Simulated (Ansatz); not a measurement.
# CH8OSSi2: one species, many methods

One table from this session's results is given with a row withheld; the runs are named, their logs left out.

Method: functionals in def2-TZVPP, the program's frozen cores in correlated methods; program: Ansatz 0.2.0, Gaussian basis.

The runs, in order: PBE-D4, r2SCAN-D4, PBE0-D4, B3LYP-D4, ωB97X-V, ωB97M-V, B2PLYP; CCSD(T)/def2-TZVPP; MP2/def2-QZVPP; extrapolation to the limit.

### The geometry

An earlier PBE0-D4 in a triple-zeta def2 set relaxation fixed the geometry.

SMILES `O[SiH2]C[SiH2]S`, 13 atoms, charge 0, spin multiplicity 1.

Atoms are counted from 1 here; the program's logs count them from 0.

Bond lengths: O1–Si2 1.649 Å, O1–H6 0.958 Å, Si2–C3 1.868 Å, Si2–H7 1.490 Å, Si2–H8 1.482 Å, C3–Si4 1.866 Å, C3–H9 1.096 Å, C3–H10 1.095 Å, Si4–S5 2.142 Å, Si4–H11 1.486 Å, Si4–H12 1.484 Å, S5–H13 1.344 Å. Angles: Si2–O1–H6 118.1°, O1–Si2–C3 112.7°, O1–Si2–H7 110.6°, O1–Si2–H8 105.1°, C3–Si2–H7 108.6°, C3–Si2–H8 110.1°, H7–Si2–H8 109.8°, Si2–C3–Si4 115.0°, Si2–C3–H9 109.1°, Si2–C3–H10 108.8°, Si4–C3–H9 108.1°, Si4–C3–H10 108.3°, H9–C3–H10 107.3°, C3–Si4–S5 113.1°, C3–Si4–H11 109.6°, C3–Si4–H12 111.0°, S5–Si4–H11 110.0°, S5–Si4–H12 103.6° and more.

Set-up of the first run:

Contents of in.yaml:

```yaml
crystal:
  periodic: [false, false, false]
  atoms:
    - {symbol: O, position_ang: [-2.483399, 1.368656, 0.990109]}
    - {symbol: Si, position_ang: [-1.404908, 0.122828, 0.927946]}
    - {symbol: C, position_ang: [-0.049934, 0.406366, -0.325744]}
    - {symbol: Si, position_ang: [1.139576, -1.015858, -0.538685]}
    - {symbol: S, position_ang: [2.544851, -0.707585, -2.125820]}
    - {symbol: H, position_ang: [-2.186764, 2.203809, 1.352562]}
    - {symbol: H, position_ang: [-0.778307, -0.095346, 2.262607]}
    - {symbol: H, position_ang: [-2.207026, -1.064483, 0.549748]}
    - {symbol: H, position_ang: [0.526770, 1.292644, -0.035513]}
    - {symbol: H, position_ang: [-0.508024, 0.620156, -1.297571]}
    - {symbol: H, position_ang: [1.859806, -1.257922, 0.738779]}
    - {symbol: H, position_ang: [0.423038, -2.251764, -0.941896]}
    - {symbol: H, position_ang: [3.144522, 0.343796, -1.541720]}
basis:
  gaussian: {orbitals: def2-TZVPP}
hamiltonian: {xc: pbe, dispersion: d4}
output: {forces: true, orbitals: {seedname: orbitals}}
```

Command:

```console
ansatz run in.yaml --threads 4 --pin off --events-out ev --progress --plain --max-ram 10444MiB
```

Steps of the session up to this table: PBE-D4 (GGA); r2SCAN-D4 (meta-GGA); PBE0-D4 (hybrid); B3LYP-D4 (hybrid); ωB97X-V (range-separated); ωB97M-V (range-separated); B2PLYP (double hybrid); CCSD(T) in def2-TZVPP; MP2 in def2-QZVPP.

One table of the session follows, with a row left open; its other results are not shown here.

| method | atomisation energy (kJ/mol) |
| --- | --- |
| PBE-D4 | ? |
| r2SCAN-D4 | 4448.8 |
| PBE0-D4 | 4408.8 |
| B3LYP-D4 | 4426.5 |
| ωB97X-V | 4470.4 |
| ωB97M-V | 4462.2 |
| B2PLYP | 4378.4 |
| HF/def2-TZVPP | 3296.7 |
| MP2/def2-TZVPP | 4369.5 |
| CCSD/def2-TZVPP | 4279.9 |
| CCSD(T)/def2-TZVPP | 4334.0 |
| MP2/CBS | 4493.5 |
| CCSD(T)/CBS | 4458.0 |

**Question.** Estimate the row for PBE-D4.

As computed: atomisation energy (kJ/mol): 4448.9. In the column «atomisation energy (kJ/mol)» it lies between r2SCAN-D4 (4448.8) and CCSD(T)/CBS (4458.0).
